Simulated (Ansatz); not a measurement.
# BH2O3: the cost of one run

All numbers below are computed with Ansatz 0.2.0 (UKS LDA/def2-SVP).

**1. The structure to begin with**

Bond lengths: O1–B2 1.473 Å, B2–O3 1.430 Å, B2–O4 1.449 Å, O3–H5 1.022 Å, O4–H6 1.044 Å. Angles: O1–B2–O3 118.0°, O1–B2–O4 124.7°, O3–B2–O4 117.2°, B2–O3–H5 105.2°, B2–O4–H6 103.5°.

As a file:

```xyz
6

O    -0.8128   -1.5730    0.0362
B    -0.1508   -0.2577    0.0002
O     0.9941   -0.0594    0.8336
O    -0.5330    0.8349   -0.8722
H     1.7919   -0.3621    0.2709
H    -1.2473    1.3533   -0.3150
```

**2. End point A**

input.yaml

```yaml
crystal:
  periodic: [false, false, false]
  atoms:
    - { symbol: O, position_ang: [-0.8128, -1.573, 0.0362] }
    - { symbol: B, position_ang: [-0.1508, -0.2577, 0.0002] }
    - { symbol: O, position_ang: [0.9941, -0.0594, 0.8336] }
    - { symbol: O, position_ang: [-0.533, 0.8349, -0.8722] }
    - { symbol: H, position_ang: [1.7919, -0.3621, 0.2709] }
    - { symbol: H, position_ang: [-1.2473, 1.3533, -0.315] }
magnetization:
  spin_polarized: true
  initial_magnetization: 1
basis:
  gaussian: { orbitals: def2-SVP }
hamiltonian:
  xc: lda
relax:
  f_tol: 0.015
  max_steps: 40
output:
  orbitals: {}
```

Launch:

```console
ansatz run input.yaml --threads 1 --pin off --max-ram 2048MiB --backend cpu --events-out ev --progress --plain --runs-dir out
```

Q: Estimate wall time and peak memory on 1 thread of Arm Neoverse V1, shared host.

About 13 s, with a peak of 0.12 GiB.
